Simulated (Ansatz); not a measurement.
# InSb3: the cost of one run

Computed with Ansatz 0.2.0 (DFT PBE, scalar-relativistic, plane waves, PAW, unless a step's input says otherwise).

1 further run of the same task is left out (it didn't finish).

### Step 1. The system as given

The structure is tetragonal, space group P4mm (No. 99). Conventional cell: a = 4.043 Å, b = 4.043 Å, c = 8.225 Å, α = 90.00°, β = 90.00°, γ = 90.00°. In (site symmetry 4mm) has 2 Sb at 2.47 to 2.51 Å as nearest neighbours. Sb (site symmetry 4mm) has 8 Sb at 3.11 to 3.50 Å as nearest neighbours. Around Sb (site symmetry 4mm) lie 1 In at 2.47 Å. Sb (site symmetry 4mm) has 1 In at 2.51 Å as nearest neighbours.

Structure file:

```
In Sb
1.0
     4.04347    0.00000    0.00000
     0.00000    4.04347    0.00000
     0.00000    0.00000    8.22503
In Sb
1 3
Direct
  0.00000 0.00000 0.32442
  0.50000 0.50000 0.77846
  0.00000 0.00000 0.02384
  0.00000 0.00000 0.62987
```

Recipe of the guess: random cell by space group and Wyckoff sites (P4mm, No. 99). Its size is a rough estimate.

### Step 2. Probe: one point on a coarse mesh

Input file input.yaml:

```yaml
crystal:
  lattice:
    - [4.04347048, 0.0, 0.0]
    - [0.0, 4.04347048, 0.0]
    - [0.0, 0.0, 8.22503381]
  atoms:
    - { symbol: In, position: [0.0, 0.0, 0.32442357] }
    - { symbol: Sb, position: [0.5, 0.5, 0.77846367] }
    - { symbol: Sb, position: [0.0, 0.0, 0.0238442] }
    - { symbol: Sb, position: [0.0, 0.0, 0.62987455] }
basis:
  ecutwfc: 420
kpoints:
  mp_grid: { grid: [4, 4, 2] }
hamiltonian:
  xc: pbe
scf:
  occupations: { method: gaussian, width: 0.1 }
  lower_state_search: "off"
output:
  forces: true
  stress: true
  eigenvalues: true
```

The run is started by

```
$ ansatz run input.yaml --threads 1 --pin off --max-ram 2560MiB --backend cpu --events-out ev --progress --plain --runs-dir out
```

Q: Estimate wall time and peak memory on 1 thread of Intel Xeon Platinum 8259CL at 2.50GHz (Skylake/Cascade Lake), shared host.

About 4.3 s, with a peak of 0.41 GiB.
